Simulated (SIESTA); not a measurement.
# GaGe under changes of volume

One of the cells (24.821 Å³/atom); the others are scaled copies at fixed shape and fractional positions:

```
Ge Ga
1.0
     0.00000    2.91704    2.91704
     2.91704    0.00000    2.91704
     2.91704    2.91704    0.00000
Ge Ga
1 1
Direct
  0.00000 0.00000 0.00000
  0.25000 0.25000 0.25000
```

The cell comes from a database or a generator and needn't be the stable form of this composition.

- Program: SIESTA 5.4.2
- Functional: PBEsol
- Potentials or basis: PseudoDojo 0.4 standard (PBEsol files)
- Basis: DZP (energy shift 0.003 Ry; two zetas on semicore shells)
- Grid cutoff: 800 Ry
- Energy shift: 0.003 Ry
- k mesh: 8 × 8 × 8
- Occupations: fermi-dirac, width 0.05 eV
- Spin: no spin polarisation

```csv
volume (Å³/atom),energy over the lowest point (meV/atom),pressure (GPa)
22.875,?,?
23.361,0.00,0.6
23.848,0.26,-0.7
24.821,10.50,-2.6
25.308,19.87,-3.5
25.795,31.99,-4.4
```

What does the run at 22.875 Å³/atom give?

Energy over the lowest point 3.84 meV/atom; pressure 1.9 GPa.

Worked out: A Birch-Murnaghan fit of order 3 (a polynomial in V^(-2/3)) to the other rows has its minimum at 23.56 Å³/atom with B0 = V·E''(V) = 55 GPa (rough, since the energies scatter). It gives 3.25 meV/atom at 22.875 Å³/atom, against the run's 3.84, and -dE/dV = 1.7 GPa, against 1.9.

Energies are extrapolated to zero smearing.

Caveats: the basis of atomic orbitals isn't converged, which shifts pressures, moduli and gaps.
